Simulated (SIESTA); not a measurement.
The system is YNiI.

```
Y Ni I
1.0
     4.55976    0.00000    0.00000
    -2.27988    3.94887    0.00000
     0.00000    0.00000    4.69412
Y Ni I
1 1 1
Direct
  0.00000 0.00000 0.00000
  0.33333 0.66667 0.50000
  0.66667 0.33333 0.50000
```

The cell was built by a generator and needn't be a form met in nature.

```yaml
Program: SIESTA 5.4.2
Task: relaxation of cell and atoms
Functional: PBE
Potentials_or_basis: PseudoDojo 0.4 standard (PBE files)
Basis: DZP (energy shift 0.002 Ry; radii capped at 9.5 bohr)
Grid_cutoff: 800 Ry
Energy_shift: 0.002 Ry
k_mesh: 5 × 5 × 4
Occupations: fermi-dirac, width 0.05 eV
Spin: collinear spin, ferromagnetic start
Starting_moments: "[0.0, 1.0, 0.0] μB"
```

At the start: pressure -9.1 GPa; volume 28.17 Å³/atom.

Task: Where does the relaxation end?

Result: Over 11 steps the energy falls by 263.8 meV/atom and the volume is 21.70 Å³/atom (-23.0 %); space group P-6m2 (No. 187, to 0.05 Å); moment 0.00 μB per cell.

Step by step:
| step | energy change (eV) | largest force (eV/Å) | pressure (GPa) | volume (Å³) |
| --- | --- | --- | --- | --- |
| 1 | 0.0000 | 0.0000 | -9.12 | 84.52 |
| 2 | -0.1074 | 0.0000 | -8.65 | 82.61 |
| 3 | -0.6300 | 0.0001 | -2.17 | 68.72 |
| 4 | -0.6507 | 0.0001 | 1.40 | 65.19 |
| 5 | -0.6590 | 0.0001 | 0.32 | 66.07 |
| 6 | -0.6722 | 0.0000 | -0.48 | 66.63 |
| 7 | -0.7164 | 0.0001 | -1.78 | 67.36 |
| 8 | -0.7701 | 0.0003 | -2.03 | 67.12 |
| 9 | -0.7862 | 0.0005 | -0.83 | 66.04 |
| 10 | -0.7897 | 0.0005 | -0.59 | 65.71 |
| 11 | -0.7913 | 0.0002 | 0.00 | 65.11 |

Final structure:
```
CELL_PARAMETERS angstrom
4.44801 -0.00010 0.00000
-2.22409 3.85204 0.00000
0.00000 0.00000 3.80002
ATOMIC_POSITIONS crystal
Y 0.00000 0.00000 0.00000
Ni 0.33334 0.66666 0.50000
I 0.66666 0.33334 0.50000
```

Caveat: semicore shells carry a single zeta, which can move pressures by several GPa and volumes by a few percent; the volume moved by over 15 % at a fixed basis, so the end points are rough; the basis of atomic orbitals isn't converged, which shifts pressures, moduli and gaps.
